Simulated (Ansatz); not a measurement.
# In16TeO23: the cost of one run

Computed with Ansatz 0.2.0 (DFT, PBE, plane-wave PAW, default files, scalar-relativistic, as far as a step names no other, unless a step's input says otherwise).

### 1 Starting point

The structure is monoclinic, space group C2 (No. 5). Conventional cell: a = 11.564 Å, b = 10.974 Å, c = 7.971 Å, α = 90.00°, β = 94.13°, γ = 90.00°. In (site symmetry 1) is surrounded by 6 O at 2.12 to 2.26 Å. Around In (site symmetry 1) lie 5 O at 2.12 to 2.26 Å and 1 Te at 2.26 Å. Around In (site symmetry 1) lie 5 O at 2.12 to 2.26 Å and 1 Te at 2.12 Å. Only part of the 22 independent sites is listed.

As a file:

```
CELL_PARAMETERS angstrom
-5.48700 -3.16792 4.83667
5.48700 -3.16792 4.83667
0.00000 6.33584 4.83667
ATOMIC_POSITIONS crystal
In 0.35731 0.35731 0.35731
In 0.85731 0.85731 0.35731
In 0.85731 0.35731 0.85731
In 0.35731 0.85731 0.85731
In 0.14269 0.14269 0.14269
In 0.64269 0.64269 0.14269
In 0.64269 0.14269 0.64269
In 0.14269 0.64269 0.64269
In 0.64269 0.64269 0.64269
In 0.14269 0.14269 0.64269
In 0.14269 0.64269 0.14269
In 0.64269 0.14269 0.14269
In 0.85731 0.85731 0.85731
In 0.35731 0.35731 0.85731
In 0.35731 0.85731 0.35731
In 0.85731 0.35731 0.35731
Te 0.60100 0.39900 0.75000
O 0.10100 0.89900 0.75000
O 0.10100 0.39900 0.25000
O 0.60100 0.89900 0.25000
O 0.75000 0.60100 0.39900
O 0.25000 0.10100 0.39900
O 0.25000 0.60100 0.89900
O 0.75000 0.10100 0.89900
O 0.39900 0.75000 0.60100
O 0.89900 0.25000 0.60100
O 0.89900 0.75000 0.10100
O 0.39900 0.25000 0.10100
O 0.39900 0.60100 0.25000
O 0.89900 0.10100 0.25000
O 0.89900 0.60100 0.75000
O 0.39900 0.10100 0.75000
O 0.25000 0.39900 0.60100
O 0.75000 0.89900 0.60100
O 0.75000 0.39900 0.10100
O 0.25000 0.89900 0.10100
O 0.60100 0.25000 0.39900
O 0.10100 0.75000 0.39900
O 0.10100 0.25000 0.89900
O 0.60100 0.75000 0.89900
```

Atom 17 of the input is the impurity.

### 2 Single point at the given positions

input.yaml reads:

```yaml
crystal:
  lattice:
    - [-5.487, -3.167920927, 4.8366666667]
    - [5.487, -3.167920927, 4.8366666667]
    - [0.0, 6.335841854, 4.8366666667]
  atoms:
    - { symbol: In, position: [0.35731, 0.35731, 0.35731] }
    - { symbol: In, position: [0.85731, 0.85731, 0.35731] }
    - { symbol: In, position: [0.85731, 0.35731, 0.85731] }
    - { symbol: In, position: [0.35731, 0.85731, 0.85731] }
    - { symbol: In, position: [0.14269, 0.14269, 0.14269] }
    - { symbol: In, position: [0.64269, 0.64269, 0.14269] }
    - { symbol: In, position: [0.64269, 0.14269, 0.64269] }
    - { symbol: In, position: [0.14269, 0.64269, 0.64269] }
    - { symbol: In, position: [0.64269, 0.64269, 0.64269] }
    - { symbol: In, position: [0.14269, 0.14269, 0.64269] }
    - { symbol: In, position: [0.14269, 0.64269, 0.14269] }
    - { symbol: In, position: [0.64269, 0.14269, 0.14269] }
    - { symbol: In, position: [0.85731, 0.85731, 0.85731] }
    - { symbol: In, position: [0.35731, 0.35731, 0.85731] }
    - { symbol: In, position: [0.35731, 0.85731, 0.35731] }
    - { symbol: In, position: [0.85731, 0.35731, 0.35731] }
    - { symbol: Te, position: [0.601, 0.399, 0.75] }
    - { symbol: O, position: [0.101, 0.899, 0.75] }
    - { symbol: O, position: [0.101, 0.399, 0.25] }
    - { symbol: O, position: [0.601, 0.899, 0.25] }
    - { symbol: O, position: [0.75, 0.601, 0.399] }
    - { symbol: O, position: [0.25, 0.101, 0.399] }
    - { symbol: O, position: [0.25, 0.601, 0.899] }
    - { symbol: O, position: [0.75, 0.101, 0.899] }
    - { symbol: O, position: [0.399, 0.75, 0.601] }
    - { symbol: O, position: [0.899, 0.25, 0.601] }
    - { symbol: O, position: [0.899, 0.75, 0.101] }
    - { symbol: O, position: [0.399, 0.25, 0.101] }
    - { symbol: O, position: [0.399, 0.601, 0.25] }
    - { symbol: O, position: [0.899, 0.101, 0.25] }
    - { symbol: O, position: [0.899, 0.601, 0.75] }
    - { symbol: O, position: [0.399, 0.101, 0.75] }
    - { symbol: O, position: [0.25, 0.399, 0.601] }
    - { symbol: O, position: [0.75, 0.899, 0.601] }
    - { symbol: O, position: [0.75, 0.399, 0.101] }
    - { symbol: O, position: [0.25, 0.899, 0.101] }
    - { symbol: O, position: [0.601, 0.25, 0.399] }
    - { symbol: O, position: [0.101, 0.75, 0.399] }
    - { symbol: O, position: [0.101, 0.25, 0.899] }
    - { symbol: O, position: [0.601, 0.75, 0.899] }
kpoints:
  mp_grid: { grid: [3, 3, 3] }
scf:
  occupations: { method: fermi_dirac, width: 0.01 }
hamiltonian:
  xc: pbe
  pseudopotentials: { kind: paw }
output:
  forces: true
  stress: true
  populations: true
  efg:
    quadrupole_moments_barn: { In: 0.772, O: -0.02558 }
    contact_densities: true
```

The run is started by

```bash
> ansatz run input.yaml --threads 4 --pin off --max-ram 8192MiB --backend cpu --events-out ev --progress --plain --runs-dir out
```

Q: Estimate wall time and peak memory on 4 threads of Arm Neoverse V1, shared host.

About 80 s, with a peak of 2.7 GiB.
